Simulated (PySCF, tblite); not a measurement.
**C₇H₁₀FNSi: geometry, infrared bands and NMR shifts**

What infrared bands and NMR shifts should C₇H₁₀FNSi (`N#C[C@@H]1CC[SiH2]C/C1=C/F`) show?

The runs use tblite 0.8.0 and PySCF 2.14.0, with density-fitted response routines of our own; the level of theory stands in each step. All values are computed, except where a source is named. Atoms are numbered from 0 throughout.

**1. The starting structure**

20 atoms, charge 0, multiplicity 1; geometry from: force field or distance geometry start.

Bonds of the start (Å): N0–C1 1.15, C1–C2 1.50, C2–C3 1.56, C3–C4 1.53, C4–Si5 1.88, Si5–C6 1.89, C6–C7 1.52, C7–C8 1.34, C8–F9 1.35, C7–C2 1.53, C2–H10 1.10, C3–H11 1.10, C3–H12 1.12, C4–H13 1.10, C4–H14 1.10, Si5–H15 1.50, Si5–H16 1.48, C6–H17 1.09, C6–H18 1.09, C8–H19 1.08.

**2. Relaxing the molecule with GFN2-xTB**

What the job is given:

```
{"job": {"kind": "relax", "xc": "GFN2-xTB", "basis": "xTB"}, "charge": 0, "multiplicity": 1}
N     -1.303800    -1.083800    -2.770400
C     -0.967300    -1.127000    -1.673300
C     -0.514300    -1.174000    -0.247600
C     -1.441400    -0.294600     0.639200
C     -1.408800     1.210800     0.371500
Si     0.326300     1.943200     0.403500
C      1.359600     0.640700    -0.505400
C      0.957200    -0.774900    -0.127800
C      1.872100    -1.659200     0.301600
F      1.537100    -2.915400     0.652100
H     -0.653000    -2.208600     0.089100
H     -2.482300    -0.649200     0.548100
H     -1.167300    -0.471600     1.707200
H     -1.838400     1.407900    -0.625300
H     -2.037700     1.741900     1.098400
H      0.785100     2.046800     1.827700
H      0.395000     3.269700    -0.260400
H      2.417100     0.811700    -0.285300
H      1.226700     0.779600    -1.574900
H      2.933100    -1.483300     0.429100
```

The run is started by

```
$ OMP_NUM_THREADS=1 python probes_run.py task.json out
```

The driver reads the jobs from task.json and runs them one after another.

**Question.** This job is followed by: GFN2-xTB harmonic vibrations, gas phase; GIAO PBE0/pcSseg-1 NMR shielding, non-relativistic, gas phase. Predict these results of the whole session: strongest single infrared mode (GFN2-xTB); zero-point energy (GFN2-xTB); 13C shifts against TMS (PBE0/pcSseg-1); 1H shifts against TMS (PBE0/pcSseg-1); 15N shifts against NH3 (PBE0/pcSseg-1); 29Si shifts against TMS (PBE0/pcSseg-1); 19F shifts against CFCl3 (PBE0/pcSseg-1); surface potential, 1st and 99th percentile.

As calculated:

| quantity | value |
| --- | --- |
| strongest single infrared mode (GFN2-xTB) | 2281 cm⁻¹, 315 km/mol |
| zero-point energy (GFN2-xTB) | 94.1 kcal/mol |
| 13C shifts against TMS (PBE0/pcSseg-1) | 151.5, 125.1, 124.6, 34.0, 28.8, 13.0, 7.5 ppm |
| 1H shifts against TMS (PBE0/pcSseg-1) | 6.86, 4.33, 4.08, 4.02, 2.41, 2.21, 1.74, 1.61, 1.51, 0.91 ppm |
| 15N shifts against NH3 (PBE0/pcSseg-1) | 302.8 ppm |
| 29Si shifts against TMS (PBE0/pcSseg-1) | -41.6 ppm |
| 19F shifts against CFCl3 (PBE0/pcSseg-1) | -132.4 ppm |
| surface potential, 1st and 99th percentile | -1.73 V and 1.34 V |

In words: The optimisation took 72 steps and gained 0.196 eV; among the close pairs (by a distance rule), C1–C2 changed most, from 1.497 to 1.444 Å. All 54 modes are real, so the xTB geometry is a minimum. The strongest single mode, at 2281 cm⁻¹, moves mainly H16. Unscaled tight-binding wavenumbers are off by several per cent, some by more. Its intensities can rank the bands wrongly. The most deshielded hydrogen is H19 (hydrogen on an alkene CH), at 6.86 ppm: olefinic region. At PBE0/pcSseg-1: Shielding is most anisotropic at N0 (span 502 ppm, paramagnetic term -375 ppm).
